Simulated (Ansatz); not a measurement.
# MgO: the cell at several levels of theory

An exercise on one series of results from a longer session: the logs are not shown, and one member is left open.

The COD entry's cell or inner coordinates are ideal or old and differ from later refinements, so a difference from it is no clean test against experiment.

The runs shown are made with Ansatz 0.2.0. PAW datasets, plane waves, zero pressure. Spin-unpolarised throughout; all numbers are computed.

**Starting point**

Space group Fm-3m (No. 225), cubic; conventional cell a = 4.217 Å, 9.37 Å³ an atom. Near Mg stand 6 O at 2.11 Å; near O stand 6 Mg at 2.11 Å.

The structure in full:

```cif
data_structure
_symmetry_space_group_name_H-M 'Fm-3m'
_symmetry_Int_Tables_number 225
_cell_length_a 4.2170
_cell_length_b 4.2170
_cell_length_c 4.2170
_cell_angle_alpha 90.000
_cell_angle_beta 90.000
_cell_angle_gamma 90.000
_cell_volume 74.99
loop_
_atom_site_label
_atom_site_type_symbol
_atom_site_symmetry_multiplicity
_atom_site_Wyckoff_symbol
_atom_site_fract_x
_atom_site_fract_y
_atom_site_fract_z
_atom_site_occupancy
Mg1 Mg 4 a 0.00000 0.00000 0.00000 1
O1 O 4 b 0.50000 0.00000 0.00000 1
```

The first run:

File input.yaml:

```yaml
crystal:
  lattice:
    - [0.0, 2.1085, 2.1085]
    - [2.1085, 0.0, 2.1085]
    - [2.1085, 2.1085, 0.0]
  atoms:
    - { symbol: Mg, position: [0.0, 0.0, 0.0] }
    - { symbol: O, position: [0.5, 0.5, 0.5] }
kpoints:
  mp_grid: { grid: [10, 10, 10] }
hamiltonian:
  xc: pbe
scf:
  occupations: { method: fermi_dirac, width: 0.02 }
relax:
  f_tol: 0.005
  cell: {}
```

Launch:

```bash
ansatz run input.yaml --threads 2 --pin off --max-ram 2211MiB --backend cpu --events-out ev --progress --plain --runs-dir out
```

Steps of the session up to this table: Relaxing with PBE; Relaxation with r2SCAN; Relaxation with PBEsol; Relaxation with LDA; Relaxing with HSE06.

One of the session's tables, all rows but one given; the rest of the session is left out.

It belongs to the step «The cells side by side». 

| level | a (Å) | volume (Å³/atom) |
| --- | --- | --- |
| PBE | 4.254 | 9.621 |
| r2SCAN | 4.204 | 9.290 |
| PBEsol | 4.214 | 9.355 |
| LDA | ? | ? |
| HSE06 | 4.201 | 9.271 |

**Question.** Estimate the row for LDA.

**Answer.** a (Å): 4.159; volume (Å³/atom): 8.994. In the column «a (Å)» it is the lowest.
